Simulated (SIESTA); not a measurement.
The system is HPbNO4.

```
H Pb N O
1.0
     4.27531   -0.00040    0.00636
    -2.08399    5.20775   -0.04907
    -2.12377   -1.86574    4.91491
H Pb N O
1 1 1 4
Direct
  0.99073 0.03330 0.90994
  0.50274 0.81989 0.14287
  0.00838 0.47408 0.50265
  0.99816 0.92741 0.02877
  0.19467 0.73435 0.60852
  0.81673 0.35882 0.24556
  0.01381 0.33121 0.65217
```

The cell was built by a generator and needn't be a form met in nature.

Base run:

| Item | Value |
| --- | --- |
| Program | SIESTA 5.4.2 |
| Functional | PBE |
| Potentials or basis | PseudoDojo 0.4 standard (PBE files) |
| Basis | DZP (energy shift 0.003 Ry; two zetas on semicore shells) |
| Grid cutoff | 800 Ry |
| Energy shift | 0.003 Ry |
| k mesh | 8 × 6 × 6 |
| Occupations | fermi-dirac, width 0.05 eV |
| Spin | no spin polarisation |

Its results: band gap on the k mesh 2.80 eV, indirect (least direct gap 3.15 eV); pressure 2.7 GPa; largest force 1.284 eV/Å.

Q: After a change of settings the same cell gave: band gap on the k mesh 2.55 eV, indirect (least direct gap 2.89 eV); pressure 7.9 GPa; largest force 4.229 eV/Å. Which change was it?
A. basis from DZP (energy shift 0.003 Ry; two zetas on semicore shells) to TZDP (energy shift 0.003 Ry; two zetas on semicore shells)
B. functional from PBE to PBEsol; potentials or basis from PseudoDojo 0.4 standard (PBE files) to PseudoDojo 0.4 standard (PBEsol files)
C. basis from DZP (energy shift 0.003 Ry; two zetas on semicore shells) to DZ (energy shift 0.003 Ry; two zetas on semicore shells)
D. potentials or basis from PseudoDojo 0.4 standard (PBE files) to PseudoDojo 0.4 standard (PBE files, fully relativistic); spin from no spin polarisation to non-collinear spin, zero start, spin-orbit coupling

A: C.

Caveats: spin-orbit coupling is left out, which as a rule narrows the gap of such compounds by several tenths of an eV; the basis of atomic orbitals isn't converged, which shifts pressures, moduli and gaps; forces of over 1 eV/Å show positions far from the minimum, so gaps and moduli don't describe the material at rest; the basis has no polarisation orbitals (some runs).
